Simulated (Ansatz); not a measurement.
**C3H5Si (charge -1): rigid torsion scan from a Python script**

The task is a rigid torsion scan, for C3H5Si (charge -1).

Program: the Python package of Ansatz 0.2.0. Level of theory: r2SCAN+D3(BJ)/def2-SVP. These are calculated values, not measurements.

## Step 1: The structure

Bond lengths: C1–C2 1.541 Å, C2–C3 1.466 Å, C3–Si4 1.854 Å, C3–H5 1.096 Å, C3–H6 1.096 Å, Si4–H7 1.485 Å, Si4–H8 1.486 Å, Si4–H9 1.485 Å. Angles: C1–C2–C3 179.2°, C2–C3–Si4 112.5°, C2–C3–H5 109.3°, C2–C3–H6 109.3°, Si4–C3–H5 109.5°, Si4–C3–H6 109.5°, H5–C3–H6 106.6°, C3–Si4–H7 111.0°, C3–Si4–H8 109.7°, C3–Si4–H9 111.0°, H7–Si4–H8 107.9°, H7–Si4–H9 109.3°, H8–Si4–H9 107.9°.

The script holds or builds the structure itself.

## Step 2: The script

Input file run_torsion.py:

```python
'''Rigid torsion scan of C3H5Si(-).'''

from dataclasses import dataclass
import warnings

import ansatz as az
from ase import Atoms


@dataclass(frozen=True)
class Settings:
    basis_set: str = 'def2-SVP'
    functional: str = 'r2SCAN'
    dispersion: str = 'd3bj'
    net_charge: int = -1
    force_tol: float = 0.02


settings = Settings()

warnings.simplefilter('ignore', az.DeckWarning)

atoms = Atoms(['C', 'C', 'C', 'Si', 'H', 'H', 'H', 'H', 'H'], positions=[
    (2.8817, 1.0039, 0.4731),
    (1.6219, 0.1572, 0.2063),
    (0.4356, -0.6649, -0.0485),
    (-1.1267, 0.3322, -0.0784),
    (0.5547, -1.1859, -1.0049),
    (0.3596, -1.4398, 0.7222),
    (-1.3552, 1.0037, 1.2263),
    (-2.2853, -0.5602, -0.3405),
    (-1.0861, 1.3538, -1.1555),
])

# start the scan from a relaxed geometry
first = az.Crystal.molecule_from_ase(atoms).calculation()
first = first.basis(gaussian=settings.basis_set)
first = first.functional(settings.functional, dispersion=settings.dispersion)
first = first.charge(settings.net_charge)
first = first.relax(force_tolerance=settings.force_tol, max_steps=80)
atoms.positions = first.run(threads=1).report['positions_ang']

start = atoms.get_dihedral(1, 2, 3, 6)
energies = {}
for turn in range(0, 121, 20):
    turned = atoms.copy()
    turned.set_dihedral(1, 2, 3, 6, start + turn, indices=[3, 6, 7, 8])
    calc = (
        az.Crystal.molecule_from_ase(turned).calculation()
        .basis(gaussian=settings.basis_set)
        .functional(settings.functional, dispersion=settings.dispersion)
        .charge(settings.net_charge)
    )
    energies[round((start + turn) % 360)] = calc.run(threads=1).report['free_energy_ev']
floor = min(energies.values())
print('dihedral C1-C2-Si3-H6 (deg)   E - E(min) (kcal/mol)')
for angle, e in sorted(energies.items()):
    print(f'{angle:8d} {23.060548 * (e - floor):14.3f}  ' + '#' * int(30 * (e - floor) / max(max(energies.values()) - floor, 1e-9)))
```

## Step 3: What the engine is handed

The engine receives this input (first run):

```yaml
crystal:
  periodic: [false, false, false]
  atoms:
    - { symbol: C, position_ang: [2.8817, 1.0039, 0.4731] }
    - { symbol: C, position_ang: [1.6219, 0.1572, 0.2063] }
    - { symbol: C, position_ang: [0.4356, -0.6649, -0.0485] }
    - { symbol: Si, position_ang: [-1.1267, 0.3322, -0.0784] }
    - { symbol: H, position_ang: [0.5547, -1.1859, -1.0049] }
    - { symbol: H, position_ang: [0.3596, -1.4398, 0.7222] }
    - { symbol: H, position_ang: [-1.3552, 1.0037, 1.2263] }
    - { symbol: H, position_ang: [-2.2853, -0.5602, -0.3405] }
    - { symbol: H, position_ang: [-1.0861, 1.3538, -1.1555] }
basis:
  gaussian:
    orbitals: def2-SVP
hamiltonian:
  xc: r2scan
  dispersion: d3bj
total_charge: -1.0
relax:
  f_tol: 0.02
  max_steps: 80
```

## Step 4: Launch

On the command line:

```console
python run_torsion.py
```

Without the output at hand: what should come out? Wanted: range of energy; lowest point, turn.

As calculated:

| quantity | value |
| --- | --- |
| runs compared | 7 |
| range of energy | 0.228 eV |
| lowest point, turn (°) | 0 |

In words: The lowest point lies at a turn of 0°, the highest 0.228 eV (22.0 kJ/mol) above it at 60°. The grid can miss the true lowest and highest points, and the rest of the molecule is held rigid. Run 0: The relaxation took 7 moves; the largest shift is 0.444 Å, of atom 1 (C). Reading the output:
- The scan is rigid and the energies are electronic, in a modest basis. With rigid groups the curve can differ much from the relaxed path, the start wasn't checked as a minimum of this torsion, and equivalent turns needn't return to the same energy.
- Anions want diffuse functions, which this basis lacks.
- A dispersion term here runs with damping parameters fitted for another variant or functional.
- The script silences the warnings on its input, which a real study should read.
